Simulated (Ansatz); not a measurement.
# CH4ClGaO2: one species, many methods

An exercise on one series of results from a longer session: the logs are not shown, and one member is left open.

Program: Ansatz 0.2.0, Gaussian basis. Level of theory: functionals in def2-TZVPP, the program's frozen cores in correlated methods. These are calculated values, not measurements.

Levels to be run: LDA (SPW92), PBE-D4, revPBE-D4, BLYP-D4, r2SCAN-D4, B97M-V, PBE0-D4, B3LYP-D4, r2SCANh-D4, r2SCAN0-D4, HSE06-D4, BHLYP-D4, CAM-B3LYP-D4, LC-ωPBE, ωB97X-V, ωB97M-V, B2PLYP, PBE-QIDH; CCSD(T)/def2-SVP; CCSD(T)/def2-TZVPP; MP2/def2-QZVPP; extrapolation to the limit; RPA on PBE.

### The relaxed structure

The geometry comes from an earlier relaxation with PBE0-D4 in a triple-zeta def2 set; it is a stationary point, not always the lowest conformer.

SMILES `C[O][Ga]([OH])[Cl]`, 9 atoms, charge 0, spin multiplicity 1.

Atoms are counted from 1 here; the program's logs count them from 0.

Bond lengths: C1–O2 1.411 Å, C1–H6 1.095 Å, C1–H7 1.093 Å, C1–H8 1.095 Å, O2–Ga3 1.768 Å, Ga3–O4 1.766 Å, Ga3–Cl5 2.121 Å, O4–H9 0.961 Å. Angles: O2–C1–H6 112.3°, O2–C1–H7 107.9°, O2–C1–H8 112.1°, H6–C1–H7 108.2°, H6–C1–H8 108.1°, H7–C1–H8 108.2°, C1–O2–Ga3 123.4°, O2–Ga3–O4 119.5°, O2–Ga3–Cl5 121.1°, O4–Ga3–Cl5 119.4°, Ga3–O4–H9 112.3°.

The first run:

The input, in.yaml:

```yaml
crystal:
  periodic: [false, false, false]
  atoms:
    - {symbol: C, position_ang: [1.176311, 0.890674, 0.594672]}
    - {symbol: O, position_ang: [0.438623, -0.308438, 0.502082]}
    - {symbol: Ga, position_ang: [-0.951514, -0.515537, -0.570850]}
    - {symbol: O, position_ang: [-1.802005, -2.063283, -0.601906]}
    - {symbol: Cl, position_ang: [-1.613998, 1.062901, -1.823888]}
    - {symbol: H, position_ang: [1.613420, 1.184207, -0.365904]}
    - {symbol: H, position_ang: [1.990933, 0.729241, 1.305106]}
    - {symbol: H, position_ang: [0.565345, 1.723920, 0.958506]}
    - {symbol: H, position_ang: [-1.417124, -2.703675, 0.002181]}
basis:
  gaussian: {orbitals: def2-TZVPP}
hamiltonian: {xc: lda}
output: {orbitals: {seedname: orbitals}}
```

On the command line:

```console
ansatz run in.yaml --threads 4 --pin off --events-out ev --progress --plain --max-ram 10444MiB
```

Steps of the session up to this table: LDA; PBE-D4 (GGA); revPBE-D4 (GGA); BLYP-D4 (GGA); r2SCAN-D4 (meta-GGA); B97M-V (meta-GGA); B3LYP-D4 (hybrid); r2SCANh-D4 (hybrid); r2SCAN0-D4 (hybrid); HSE06-D4 (hybrid); BHLYP-D4 (hybrid); CAM-B3LYP-D4 (range-separated); LC-ωPBE (range-separated); ωB97X-V (range-separated); ωB97M-V (range-separated); B2PLYP (double hybrid); PBE-QIDH (double hybrid).

One of the session's tables, all rows but one given; the rest of the session is left out.

It belongs to the step «Orbital energies across the functionals». 

| functional | HOMO (eV) | gap (eV) |
| --- | --- | --- |
| LDA (SPW92) | -6.90 | 4.51 |
| PBE-D4 | -6.73 | 4.64 |
| revPBE-D4 | -6.66 | 4.71 |
| BLYP-D4 | -6.65 | 4.57 |
| r2SCAN-D4 | -7.07 | 5.30 |
| B97M-V | ? | ? |
| PBE0-D4 | -8.31 | 7.18 |
| B3LYP-D4 | -8.07 | 6.59 |
| r2SCANh-D4 | -7.66 | 6.23 |
| r2SCAN0-D4 | -8.55 | 7.62 |
| HSE06-D4 | -7.90 | 6.40 |
| BHLYP-D4 | -9.85 | 9.58 |
| CAM-B3LYP-D4 | -9.79 | 9.60 |
| LC-ωPBE | -11.15 | 12.34 |
| ωB97X-V | -10.80 | 11.77 |
| ωB97M-V | -10.72 | 11.45 |

Q: Estimate the row for B97M-V from the others.

As computed: HOMO (eV): -7.16; gap (eV): 5.22. In the column «HOMO (eV)» it lies between r2SCANh-D4 (-7.66) and r2SCAN-D4 (-7.07).
